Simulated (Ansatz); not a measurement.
**Ti: an axial (c/a) deformation path**

An exercise on one series of results from a longer session: the logs are not shown, and one member is left open.

Computed with Ansatz 0.2.0 (DFT r2SCAN, scalar-relativistic, plane waves, PAW, unless a step's input says otherwise).

**Starting point**

Symmetry: P6_3/mmc, No. 194, hexagonal system. Conventional cell: a = 2.950 Å, b = 2.950 Å, c = 4.686 Å, α = 90.00°, β = 90.00°, γ = 120.00°. Around Ti (site symmetry -6m2) lie 12 Ti at 2.90 to 2.95 Å.

As a file:

```xyz
2
Lattice="2.9500 0.0000 0.0000 -1.4750 2.5548 0.0000 0.0000 0.0000 4.6860" Properties=species:S:1:pos:R:3 pbc="T T T"
Ti    0.0000    1.7032    1.1715
Ti    1.4750    0.8516    3.5145
```

No relaxation comes first: the listed cell is the starting point.

The first run:

Input file input.yaml:

```yaml
crystal:
  lattice:
    - [2.9499978604, 0.0, 0.0]
    - [-1.4749989302, 2.5547730882, 0.0]
    - [0.0, 0.0, 4.686]
  atoms:
    - { symbol: Ti, position: [0.3333333333, 0.6666666667, 0.25] }
    - { symbol: Ti, position: [0.6666666667, 0.3333333333, 0.75] }
basis:
  ecutwfc: 500
kpoints:
  mp_grid: { grid: [24, 24, 12] }
hamiltonian:
  xc: r2scan
scf:
  occupations: { method: fermi_dirac, width: 0.02 }
output:
  forces: true
  stress: true
  eigenvalues: true
```

Started as:

```
$ ansatz run input.yaml --threads 1 --pin off --max-ram 2560MiB --backend cpu --events-out ev --progress --plain --runs-dir out
```

Steps of the session up to this table: The reference: the undisturbed cell on the scan's mesh; At ρ = 0.850; Point ρ = 1.200; At ρ = 0.920; At ρ = 1.100; At ρ = 0.960; ρ = 1.050; At ρ = 0.800; Point ρ = 1.300.

One table of the session follows, with a row left open; its other results are not shown here.

Collected from the runs (energy zero: the undisturbed cell):

```
    ρ  ΔE (meV/atom)  pressure (GPa)
0.800          166.6            -1.5
0.850           95.9            -1.9
0.920              ?               ?
0.960            5.3            -2.3
1.000            0.0            -2.3
1.050           12.9            -2.3
1.100           46.4            -2.2
1.200          149.9            -2.1
1.300          265.5            -1.7
```

Estimate the missing values for ρ = 0.920.

Worked estimate for «ΔE (meV/atom)». A straight line through the neighbours (0.850, 95.9) and (0.960, 5.3) gives 95.9 + (5.3 − 95.9) × (0.920 − 0.850) / (0.960 − 0.850) = 38.2; a parabola fitted to 4 rows on both sides gives 27.3.

As computed: ΔE (meV/atom): 25.6; pressure (GPa): -2.2. In «ΔE (meV/atom)» the line misses by +12.6 and the parabola by +1.7.

To keep in mind: The settings of these runs were drawn from a wide range and may not be converged.
